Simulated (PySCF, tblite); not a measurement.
# C₄H₉F₂Si radical: geometry, infrared bands and EPR parameters

Wanted: the infrared bands and EPR parameters of C₄H₉F₂Si radical (`C[C]([SiH3])CC(F)F`), by calculation.

The runs use tblite 0.8.0 and PySCF 2.14.0, with density-fitted response routines of our own; the level of theory stands in each step. All values are computed, except where a source is named. Atoms count from 0, in the outputs and in this text.

### Step 1. The molecule as given

16 atoms, charge 0, multiplicity 2; geometry from: force field or distance geometry start.

Bonds of the start (Å): C0–C1 1.50, C1–Si2 1.86, C1–C3 1.50, C3–C4 1.49, C4–F5 1.39, C4–F6 1.35, C0–H7 1.10, C0–H8 1.13, C0–H9 1.09, Si2–H10 1.48, Si2–H11 1.48, Si2–H12 1.48, C3–H13 1.12, C3–H14 1.12, C4–H15 1.10.

### Step 2. Relaxing the molecule with GFN2-xTB

The job: settings as JSON, then the geometry in Å.

```
{"job": {"kind": "relax", "xc": "GFN2-xTB", "basis": "xTB"}, "charge": 0, "multiplicity": 2}
C     -0.657100    -1.410200    -0.392500
C     -0.436900     0.067500    -0.505100
Si    -1.874000     0.920500     0.314000
C      0.798700     0.585600     0.160100
C      2.093000     0.017000    -0.315500
F      3.074500     0.651900     0.445000
F      2.238300    -1.307700    -0.073300
H     -0.773700    -1.818100    -1.411900
H     -1.650500    -1.561800     0.118500
H      0.053700    -1.974000     0.211100
H     -1.788200     2.369200     0.046100
H     -3.119700     0.352100    -0.242400
H     -1.779600     0.614100     1.757800
H      0.853400     1.687200    -0.035700
H      0.655100     0.488100     1.263500
H      2.305400     0.327600    -1.351300
```

Run with:

```console
> OMP_NUM_THREADS=1 python probes_run.py task.json out
```

The driver reads the jobs from task.json and runs them one after another.

The program printed:

```text
step      E/eV     max force
  0    -659.98230    1.499
  1    -660.12738    1.254
  2    -660.23184    0.807
  3    -660.28987    0.667
  4    -660.34889    0.489
  5    -660.38072    0.491
  6    -660.42129    0.545
  7    -660.45574    0.495
  8    -660.48839    0.462
  9    -660.51788    0.368
 10    -660.54856    0.406
 11    -660.57797    0.428
 12    -660.60280    0.410
 13    -660.62158    0.382
 14    -660.63773    0.340
 15    -660.65481    0.375
 16    -660.66958    0.287
 17    -660.67984    0.218
 18    -660.68918    0.215
 19    -660.69872    0.251
 20    -660.70830    0.326
 21    -660.71715    0.287
 22    -660.72569    0.238
 23    -660.73430    0.279
 24    -660.74379    0.405
 25    -660.75334    0.378
 26    -660.76031    0.217
 27    -660.76505    0.149
 28    -660.76885    0.160
 29    -660.77263    0.190
 30    -660.77695    0.249
 31    -660.78176    0.179
 32    -660.78633    0.167
 33    -660.79013    0.176
 34    -660.79345    0.148
 35    -660.79749    0.149
 36    -660.80113    0.170
 37    -660.80439    0.149
 38    -660.80736    0.152
 39    -660.81109    0.163
 40    -660.81570    0.161
 41    -660.82022    0.141
 42    -660.82271    0.095
 43    -660.82425    0.088
 44    -660.82541    0.095
 45    -660.82644    0.065
 46    -660.82711    0.054
 47    -660.82761    0.046
 48    -660.82810    0.048
 49    -660.82860    0.060
 50    -660.82899    0.044
 51    -660.82927    0.049
 52    -660.82952    0.046
 53    -660.82979    0.045
 54    -660.83002    0.042
 55    -660.83020    0.030
 56    -660.83036    0.028
 57    -660.83054    0.030
 58    -660.83075    0.035
 59    -660.83099    0.035
 60    -660.83124    0.041
 61    -660.83150    0.044
 62    -660.83178    0.037
 63    -660.83208    0.041
 64    -660.83235    0.042
 65    -660.83259    0.037
 66    -660.83285    0.048
 67    -660.83318    0.058
 68    -660.83358    0.047
 69    -660.83396    0.047
 70    -660.83429    0.057
 71    -660.83466    0.071
 72    -660.83513    0.070
 73    -660.83559    0.054
 74    -660.83591    0.052
 75    -660.83613    0.033
 76    -660.83635    0.042
 77    -660.83670    0.053
 78    -660.83711    0.045
 79    -660.83745    0.027
 80    -660.83770    0.032
 81    -660.83802    0.052
 82    -660.83834    0.073
 83    -660.83919    0.067
 84    -660.84202    0.115
 85    -660.84399    0.132
 86    -660.84479    0.107
 87    -660.84458    0.131
 88    -660.84607    0.039
 89    -660.84631    0.056
 90    -660.84667    0.045
 91    -660.84718    0.032
 92    -660.84730    0.028
 93    -660.84740    0.026
 94    -660.84749    0.023
 95    -660.84762    0.028
 96    -660.84774    0.025
 97    -660.84784    0.021
 98    -660.84791    0.023
 99    -660.84800    0.024
100    -660.84816    0.028
101    -660.84843    0.035
102    -660.84884    0.036
103    -660.84931    0.043
104    -660.84974    0.055
105    -660.85018    0.059
106    -660.85073    0.072
107    -660.85132    0.073
108    -660.85177    0.128
109    -660.85283    0.069
110    -660.85389    0.050
111    -660.85544    0.075
112    -660.85676    0.178
113    -660.85900    0.117
114    -660.86100    0.107
115    -660.86244    0.090
116    -660.86315    0.062
117    -660.86384    0.100
118    -660.86451    0.111
119    -660.86568    0.104
120    -660.86676    0.120
121    -660.86859    0.122
122    -660.87081    0.119
123    -660.87339    0.129
124    -660.87151    0.400
125    -660.87722    0.245
126    -660.88018    0.073
127    -660.88086    0.155
128    -660.88249    0.066
129    -660.88343    0.057
130    -660.88409    0.095
131    -660.88461    0.046
132    -660.88480    0.034
133    -660.88499    0.036
134    -660.88513    0.029
135    -660.88531    0.031
136    -660.88555    0.036
137    -660.88582    0.038
138    -660.88604    0.031
139    -660.88620    0.021
140    -660.88630    0.026
141    -660.88639    0.025
142    -660.88646    0.021
143    -660.88653    0.023
144    -660.88658    0.023
145    -660.88664    0.020
146    -660.88670    0.019
147    -660.88675    0.020
148    -660.88681    0.020
149    -660.88688    0.021
150    -660.88695    0.023
151    -660.88702    0.025
152    -660.88709    0.025
153    -660.88717    0.026
154    -660.88725    0.025
155    -660.88733    0.022
156    -660.88741    0.022
157    -660.88751    0.028
158    -660.88762    0.028
159    -660.88775    0.030
160    -660.88786    0.028
161    -660.88795    0.018
162    -660.88801    0.024
163    -660.88807    0.023
164    -660.88811    0.021
165    -660.88815    0.015
166    -660.88817    0.012
167    -660.88819    0.011
168    -660.88820    0.008
```

It took 1 s on 1 thread of Arm Neoverse V1, shared host.

Step by step: (not every step is listed)

```tsv
step	energy from step 0 (eV)	largest force (eV/Å)
0	0.0000	1.4987
1	-0.1451	1.2542
2	-0.2495	0.8067
3	-0.3076	0.6675
4	-0.3666	0.4894
5	-0.3984	0.4910
6	-0.4390	0.5446
7	-0.4734	0.4953
8	-0.5061	0.4616
23	-0.7520	0.2786
38	-0.8251	0.1524
53	-0.8475	0.0453
68	-0.8513	0.0469
83	-0.8569	0.0672
98	-0.8656	0.0230
113	-0.8767	0.1167
128	-0.9002	0.0658
143	-0.9042	0.0229
158	-0.9053	0.0279
163	-0.9058	0.0234
164	-0.9058	0.0207
165	-0.9058	0.0149
166	-0.9059	0.0117
167	-0.9059	0.0107
168	-0.9059	0.0083
```

Close pairs (by a distance rule), those that changed most:

```tsv
bond	before (Å)	after (Å)	change (Å)
C0–H8	1.127	1.086	-0.041
C3–C4	1.492	1.531	+0.039
C4–F5	1.395	1.357	-0.038
C3–H13	1.120	1.092	-0.028
C3–H14	1.117	1.094	-0.023
C0–C1	1.498	1.482	-0.016
Si2–H11	1.478	1.464	-0.014
C0–H7	1.104	1.093	-0.011
```

The end geometry stands in the next job.

### Step 3. Harmonic vibrations with GFN2-xTB

The job: settings as JSON, then the geometry in Å.

```
{"job": {"kind": "ir", "xc": "GFN2-xTB", "basis": "xTB"}, "charge": 0, "multiplicity": 2}
C     -0.667199    -1.668021     0.120985
C     -0.443721    -0.210507     0.271515
Si    -1.781423     1.044587    -0.006199
C      0.940178     0.210051     0.636795
C      1.776268     0.501564    -0.611655
F      2.989070     1.006974    -0.272202
F      2.029892    -0.633826    -1.306526
H      0.054755    -2.099616    -0.577741
H     -1.671911    -1.882255    -0.232617
H     -0.518404    -2.184369     1.074647
H     -1.165199     2.307732    -0.427634
H     -2.697313     0.546035    -1.033294
H     -2.542284     1.295483     1.227042
H      0.936061     1.132119     1.221939
H      1.462618    -0.569099     1.200105
H      1.291012     1.212091    -1.296573
```

The program printed:

```text
mode    cm-1     km/mol
  1     -43.2      0.30
  2      41.8      1.51
  3      70.7      3.04
  4     113.9      2.48
  5     136.5      0.83
  6     236.0      0.97
  7     278.1      1.29
  8     346.6      2.27
  9     390.0     18.58
 10     449.5      9.72
 11     515.4     15.92
 12     528.2     74.88
 13     554.9     67.26
 14     680.5      4.61
 15     767.5    178.68
 16     799.3    211.14
 17     809.5    364.72
 18     872.1     17.83
 19     961.5      5.60
 20     982.4      4.32
 21    1002.1     31.20
 22    1018.4    155.50
 23    1078.1    137.60
 24    1147.1     37.64
 25    1225.4      1.97
 26    1244.4      2.72
 27    1271.4     16.05
 28    1280.2     19.88
 29    1295.9     30.36
 30    1391.4     11.95
 31    1449.4      4.97
 32    1461.2      3.44
 33    1477.3      6.72
 34    2185.9    341.58
 35    2223.2    275.06
 36    2254.4    278.02
 37    2901.8     29.93
 38    2923.4     18.68
 39    2958.1      6.08
 40    2961.8     28.71
 41    2977.0     14.85
 42    3047.5     24.47
```

Wall time 0.47 s (1 thread of Arm Neoverse V1, shared host).

Which atoms move in the most intense modes:

```tsv
cm⁻¹	km/mol	atoms
768	178.7	H11 49 %, H10 44 %
799	211.1	H12 50 %, H11 33 %, H10 11 %
810	364.7	H10 42 %, H12 36 %, H11 13 %
1018	155.5	C4 54 %, F5 20 %
1078	137.6	C4 49 %, C3 12 %, F6 11 %
2186	341.6	H12 91 %
2223	275.1	H10 92 %
2254	278.0	H11 96 %
```

### Step 4. EPR parameters: B3LYP/pcH-1

Same as in step 3 but for these lines:

```diff
@@ -1,2 +1,2 @@
-{"job": {"kind": "ir", "xc": "GFN2-xTB", "basis": "xTB"}, "charge": 0, "multiplicity": 2}
+{"job": {"kind": "epr", "basis": "pcH-1"}, "charge": 0, "multiplicity": 2}
 C     -0.667199    -1.668021     0.120985
```

Method: UKS B3LYP, pcH-1 on C F H Si, non-relativistic, mean-field spin-orbit, GIAO.

The program printed:

```text
UKS, coarse grid
  cycle   1  E = -646.90359914  |g| = 5.45e-01
  cycle   2  E = -646.80424912  |g| = 8.02e-01
  cycle   3  E = -647.00423462  |g| = 5.45e-02
  cycle   4  E = -647.00500439  |g| = 3.18e-02
  cycle   5  E = -647.00545388  |g| = 6.15e-03
  cycle   6  E = -647.00547442  |g| = 2.58e-03
  cycle   7  E = -647.00547840  |g| = 9.84e-04
UKS, final grid
  cycle   1  E = -647.00542211  |g| = 1.15e-03
  cycle   2  E = -647.00542166  |g| = 1.54e-03
  cycle   3  E = -647.00542274  |g| = 1.01e-04
  cycle   4  E = -647.00542274  |g| = 5.85e-05
  cycle   5  E = -647.00542275  |g| = 1.76e-05
E = -647.00542275 Eh   <S^2> = 0.7539 (exact 0.7500)
g shifts (ppm)      1          2          3
  rmc          -138       -138       -138
  gc              0         26         31
  oz_so         -19        619        805
  total        -157        508        698
hyperfine (MHz)  atom isotope    a_iso     a_fc   dipolar eigenvalues
    0   13C     -30.89     -30.90     -2.72      1.10      1.61
    1   13C      83.09      83.20    -74.87    -73.82    148.69
    2  29Si      48.58      48.66     -2.32     -0.50      2.82
    3   13C     -28.87     -28.88     -2.10      0.04      2.06
    4   13C      96.04      96.05     -4.90     -4.13      9.03
    5   19F      16.27      16.16    -17.78    -15.14     32.92
    6   19F       1.33       1.31     -8.79     -2.47     11.27
    7    1H     107.35     107.35     -5.10     -3.36      8.46
    8    1H       2.31       2.31     -4.48     -3.66      8.15
    9    1H     115.95     115.95     -5.05     -3.51      8.56
   10    1H      19.98      19.98     -3.13     -2.52      5.64
   11    1H      19.94      19.94     -3.14     -2.51      5.65
   12    1H      85.54      85.54     -3.41     -1.53      4.94
   13    1H      40.68      40.68     -4.32     -4.20      8.52
   14    1H      25.58      25.57     -4.11     -3.81      7.92
   15    1H      -3.34      -3.34     -4.95     -1.89      6.84
```

It took 74 s on 1 thread of Arm Neoverse V1, shared host; peak memory 1 GiB.

Principal g values 2.00216, 2.00283, 2.00302; g(iso) = 2.00267, against 2.00232 for a free electron.

Mean a(iso) over the nuclei that a row names, and the largest dipolar term of the row (other rows stand at the frozen geometry):

```tsv
nuclei	isotope	a(iso) (MHz)	a(iso) (G, at g = 2.0023)	largest dipolar term (MHz)
C4	13C	96.0	34.3	9.0
C1	13C	83.1	29.6	148.7
H7, H8, H9	1H	75.2	26.8	8.6
Si2	29Si	48.6	17.3	2.8
H10, H11, H12	1H	41.8	14.9	5.6
H13, H14	1H	33.1	11.8	8.5
C0	13C	-30.9	-11.0	-2.7
C3	13C	-28.9	-10.3	-2.1
F5, F6	19F	8.8	3.1	32.9
H15	1H	-3.3	-1.2	6.8
```

Mulliken spin populations:

C0 -0.08; C1 0.97; Si2 -0.04; C3 -0.08; C4 0.04; F5 0.01; F6 0.00; H7 0.04; H8 0.00; H9 0.05; H10 0.01; H11 0.01; H12 0.05; H13 0.02; H14 0.01; H15 0.00

In first order the couplings over 0.8 MHz of 1H, 19F give 288 distinct lines over 156.4 G, if the averaged nuclei exchange fast; the same motion can average rows kept apart here too.

Orbitals, density, ELF and potential are computed afterwards from the orbital file.

ELF in a plane through or near 5 of the atoms.

Ten even steps from '0' (0.00) to '9' (1.00):
```
0000000000000000000000000000
0000000000000000000000000000
0000000000000014531000000000
0000000000000599995000000000
0000000000000799997100000000
0000001100000499997210000000
0000135410000059962221000000
0001578832310013178132100000
0001685672652248524142100000
0001578752875667961232000000
0000121013545732541000000000
0000000011011478720000000000
0000000110000462278720000000
0000000000005772289971000000
0000000000016776568850000000
0000000000002222111100000000
0000000000000000000000000000
0000000000000000000000000000
0000000000000000000000000000
0000000000000000000000000000
```
The map spans 11.3 Å across and 10.0 Å up, centred on the molecule. Atoms in the plane (x, y in Å): C0 (0.8, -1.6), C1 (0.5, -0.2), Si2 (1.7, 1.1), F5 (-3.0, 0.8), H10 (1.0, 2.4).

On the surface of density 0.002 e/bohr³ the electrostatic potential runs, from the 1st to the 99th percentile, from -0.87 V near F5 to 1.14 V near H13.

The spin density lies nearest to C1 67 %.

### Step 5. Outcome

| quantity | value |
| --- | --- |
| strongest single infrared mode (GFN2-xTB) | 810 cm⁻¹, 365 km/mol |
| zero-point energy (GFN2-xTB) | 71.9 kcal/mol |
| g(iso) (B3LYP) | 2.00267 |
| ⟨S²⟩ | 0.754 (exact 0.75) |
| largest a(iso) (averaged by class) | 13C on C4, 96.0 MHz |
| potential on the surface of density 0.002 e/bohr³, 1st and 99th percentile | -0.87 V and 1.14 V |

What this shows: Relaxing lowered the energy by 0.906 eV in 168 steps; the close pair that moved most is C0–H8, from 1.127 to 1.086 Å. The lowest mode is imaginary (43i cm⁻¹), so the xTB geometry is not a minimum: the zero-point energy counts the real modes alone, and all values at this geometry belong to a saddle point. The strongest single mode, at 810 cm⁻¹, moves mainly H10 and H12. GFN2-xTB is a fitted tight-binding method: band positions and strengths are rough. Its intensities can rank the bands wrongly. Most of the unpaired spin sits on C1 (0.97 e). The isotropic g lies 0.4 ppt above the free-electron value. These values are for one conformer; the search (at its own cheap level) found 2 more, at 0.26, 0.70 kcal/mol, and measured spectra average over such forms.
